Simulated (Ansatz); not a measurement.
# PtPb: the cost of one run

Computed with Ansatz 0.2.0 (DFT PBEsol, scalar-relativistic, plane waves, PAW, unless a step's input says otherwise).

## 1. The system as given

The structure is hexagonal, space group P6_3/mmc (No. 194). The conventional cell has a = 4.250 Å, b = 4.250 Å, c = 5.456 Å, α = 90.00°, β = 90.00°, γ = 120.00°. Pt (site symmetry -6m2) is surrounded by 6 Pb at 2.81 Å. Pb (site symmetry -3m) has 2 Pb at 2.73 Å and 6 Pt at 2.81 Å as nearest neighbours.

As a file:

```
CELL_PARAMETERS angstrom
4.25000 0.00000 0.00000
-2.12500 3.68061 0.00000
0.00000 0.00000 5.45600
ATOMIC_POSITIONS crystal
Pt 0.33333 0.66667 0.25000
Pt 0.66667 0.33333 0.75000
Pb 0.00000 0.00000 0.00000
Pb 0.00000 0.00000 0.50000
```

The structure comes from the Crystallography Open Database.

(A quick probe on a coarse mesh, which set the mesh and smearing, is not shown.)

## 3. A loose first relaxation

The input, input.yaml:

```yaml
crystal:
  lattice:
    - [4.2500013307, 0.0, 0.0]
    - [-2.1250006654, 3.6806091185, 0.0]
    - [0.0, 0.0, 5.4560005777]
  atoms:
    - { symbol: Pt, position: [0.3333333333, 0.6666666667, 0.25] }
    - { symbol: Pt, position: [0.6666666667, 0.3333333333, 0.75] }
    - { symbol: Pb, position: [0.0, 0.0, 0.0] }
    - { symbol: Pb, position: [0.0, 0.0, 0.5] }
basis:
  ecutwfc: 420
kpoints:
  mp_grid: { grid: [6, 6, 4] }
hamiltonian:
  xc: pbesol
scf:
  occupations: { method: gaussian, width: 0.1 }
output:
  forces: true
  stress: true
  eigenvalues: true
relax:
  adjacent_minimum: "off"
  f_tol: 0.05
  max_steps: 80
  cell: { stress_tol: 0.5 }
```

Command:

```
ansatz run input.yaml --threads 4 --pin off --max-ram 10240MiB --backend cpu --events-out ev --progress --plain --runs-dir out
```

Q: Estimate wall time and peak memory on 4 threads of Arm Neoverse V1, shared host.

About 13 s, with a peak of 0.45 GiB.
